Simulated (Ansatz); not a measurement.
# ZrNb2C3: the cost of one run

Computed with Ansatz 0.2.0 (DFT PBE, scalar-relativistic, plane waves, PAW, unless a step's input says otherwise).

1 further run of the same task is left out (it didn't finish).

## Step 1: Starting point

It takes space group P-3m1 (No. 164, trigonal). The conventional cell has a = 3.280 Å, b = 3.280 Å, c = 8.373 Å, α = 90.00°, β = 90.00°, γ = 120.00°. Zr (site symmetry -3m) is surrounded by 6 C at 2.34 Å. Nb (site symmetry 3m) has 6 C at 2.34 to 2.37 Å as nearest neighbours. Around C (site symmetry 3m) lie 3 Zr at 2.34 Å and 3 Nb at 2.37 Å. C (site symmetry -3m) is surrounded by 6 Nb at 2.34 Å.

Coordinates:

```xyz
6
Lattice="3.2799 0.0000 0.0000 -1.6400 2.8405 0.0000 0.0000 0.0000 8.3726" Properties=species:S:1:pos:R:3 pbc="T T T"
Zr    0.0000    0.0000    4.1863
Nb    0.0000    1.8937    1.3790
Nb    1.6400    0.9468    6.9936
C     0.0000    1.8937    5.5678
C     1.6400    0.9468    2.8048
C     0.0000    0.0000    0.0000
```

Recipe of the guess: species swapped into a database cell of NaFe2O3 (P-3m1, No. 164), with Zr on the Na sites, Nb on the Fe sites and C on the O sites. The dimensions are guesses.

## Step 2: Probe: one point on a coarse mesh

input.yaml

```yaml
crystal:
  lattice:
    - [3.27993181, 0.0, 0.0]
    - [-1.6399659, 2.84050427, 0.0]
    - [0.0, 0.0, 8.37259845]
  atoms:
    - { symbol: Zr, position: [0.0, 0.0, 0.5] }
    - { symbol: Nb, position: [0.33333333, 0.66666667, 0.1647] }
    - { symbol: Nb, position: [0.66666667, 0.33333333, 0.8353] }
    - { symbol: C, position: [0.33333333, 0.66666667, 0.66500002] }
    - { symbol: C, position: [0.66666667, 0.33333333, 0.33499998] }
    - { symbol: C, position: [0.0, 0.0, 0.0] }
basis:
  ecutwfc: 420
kpoints:
  mp_grid: { grid: [6, 6, 2] }
hamiltonian:
  xc: pbe
scf:
  occupations: { method: gaussian, width: 0.1 }
  lower_state_search: "off"
output:
  forces: true
  stress: true
  eigenvalues: true
```

Started as:

```console
> ansatz run input.yaml --threads 1 --pin off --max-ram 2560MiB --backend cpu --events-out ev --progress --plain --runs-dir out
```

**Question.** How long does this run take on 1 thread of Intel Xeon at 2.70GHz, shared host, and how much memory does it need?

About 2.7 s, with a peak of 0.38 GiB.
